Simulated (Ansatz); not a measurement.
# WSe2: how the settings move a single-point run

Aim: see which settings change the result for WSe2, by how much, and at what cost.

Method: reference: DFT, HSE06, plane waves, PAW, in Ansatz 0.2.0.

1 further run of the same task is left out (it didn't finish).

## (1) The system as given

It takes space group P6_3/mmc (No. 194, hexagonal). Conventional cell: a = 3.300 Å, b = 3.300 Å, c = 13.149 Å, α = 90.00°, β = 90.00°, γ = 120.00°. W (site symmetry -6m2) is surrounded by 6 Se at 2.53 Å. Se (site symmetry 3m) has 3 W at 2.53 Å as nearest neighbours.

Structure file:

```
CELL_PARAMETERS angstrom
3.29967 0.00000 0.00000
-1.64983 2.85760 0.00000
0.00000 0.00000 13.14870
ATOMIC_POSITIONS crystal
W 0.33333 0.66667 0.25000
W 0.66667 0.33333 0.75000
Se 0.66667 0.33333 0.37666
Se 0.66667 0.33333 0.12334
Se 0.33333 0.66667 0.87666
Se 0.33333 0.66667 0.62334
```

## (2) Baseline

input.yaml reads:

```yaml
crystal:
  lattice:
    - [3.2996674443, 0.0, 0.0]
    - [-1.6498337221, 2.8575958308, 0.0]
    - [0.0, 0.0, 13.1487009308]
  atoms:
    - { symbol: W, position: [0.3333333333, 0.6666666667, 0.25] }
    - { symbol: W, position: [0.6666666667, 0.3333333333, 0.75] }
    - { symbol: Se, position: [0.6666666667, 0.3333333333, 0.3766602599] }
    - { symbol: Se, position: [0.6666666667, 0.3333333333, 0.1233397401] }
    - { symbol: Se, position: [0.3333333333, 0.6666666667, 0.8766602599] }
    - { symbol: Se, position: [0.3333333333, 0.6666666667, 0.6233397401] }
kpoints:
  mp_grid: { grid: [6, 6, 2] }
hamiltonian:
  xc: hse06
scf:
  occupations: { method: fixed }
  n_extra_bands: 5
output:
  forces: true
  stress: true
  eigenvalues: true
  write_density: true
  write_potential: true
  elf: true
  volumetric_format: npy
```

Launch:

```console
$ ansatz run input.yaml --threads 4 --pin off --max-ram 4608MiB --backend cpu --events-out ev --progress --plain --runs-dir out
```

## (3) Changed: xc pbesol

input.yaml, as its differences from that of step 2:

```diff
@@ -15,3 +15,3 @@
 hamiltonian:
-  xc: hse06
+  xc: pbesol
 scf:
@@ -23,5 +23 @@
   eigenvalues: true
-  write_density: true
-  write_potential: true
-  elf: true
-  volumetric_format: npy
```

## (4) Changed: mp_grid.grid [5, 5, 5]

input.yaml, as its differences from that of step 2:

```diff
@@ -13,3 +13,3 @@
 kpoints:
-  mp_grid: { grid: [6, 6, 2] }
+  mp_grid: { grid: [5, 5, 5] }
 hamiltonian:
@@ -23,5 +23 @@
   eigenvalues: true
-  write_density: true
-  write_potential: true
-  elf: true
-  volumetric_format: npy
```

## (5) Variant: mp_grid.shift [0.5, 0.5, 0.5]

input.yaml, as its differences from that of step 2:

```diff
@@ -13,3 +13,3 @@
 kpoints:
-  mp_grid: { grid: [6, 6, 2] }
+  mp_grid: { grid: [6, 6, 2], shift: [0.5, 0.5, 0.5] }
 hamiltonian:
@@ -23,5 +23 @@
   eigenvalues: true
-  write_density: true
-  write_potential: true
-  elf: true
-  volumetric_format: npy
```

What does the calculation give? Wanted: for each run, ending; energy change; pressure; gap; force.

As calculated:

```tsv
run	ending	energy change	pressure (GPa)	gap (eV)	force (eV/Å)	cycles	time
reference	converged	0	-0.9	1.53	0.24	22	84 s
1: xc pbesol	converged	not comparable	-1.5	1.01	0.03	7	2.6 s
2: mp_grid.grid [5, 5, 5]	converged	-0.7 meV/atom	-0.9	1.54	0.25	21	1.9 min
3: mp_grid.shift [0.5, 0.5, 0.5]	converged	-0.8 meV/atom	-0.9	1.98	0.25	22	87 s
```

Times don't compare one to one where runs were asked for different outputs or read a saved state (see the inputs); cycles may leave out searches for a lower state.

Residual by cycle in the longest SCF loop of each run; runs are numbered as in the table. The quantity is the density residual dr2, in eV.

```tsv
cycle	reference	run 1	run 2	run 3
1	4.2e-6	0.0225	0.121	4.3e-6
2	1.2e-6	0.00306	0.0067	1.2e-6
3	1.9e-7	9.0e-4	0.00138	2.2e-7
4	1.7e-7	3.0e-5	1.8e-4	2.1e-7
5	3.0e-8	2.4e-6	6.3e-5	3.7e-8
6	5.1e-9	3.5e-7	3.7e-5	6.4e-9
7	1.3e-9	7.9e-8	1.7e-6	1.7e-9
8	3.4e-10	-	-	4.9e-10
```

Of the converged runs whose energies compare with the reference's, «mp_grid.shift [0.5, 0.5, 0.5]» moves the energy most (-0.8 meV/atom) and «mp_grid.grid [5, 5, 5]» least (-0.7 meV/atom). The pressure spans -1.5 to -0.9 GPa over the reference and the converged variants. The gap spans 1.01 to 1.98 eV over the reference and the converged variants (gaps read on unlike meshes, which can miss the band edges). Of the variants the dearest is «mp_grid.grid [5, 5, 5]» (1.9 min), the cheapest «xc pbesol» (2.6 s), on a shared host. The gap of the reference lacks spin-orbit coupling, though the cell holds W.
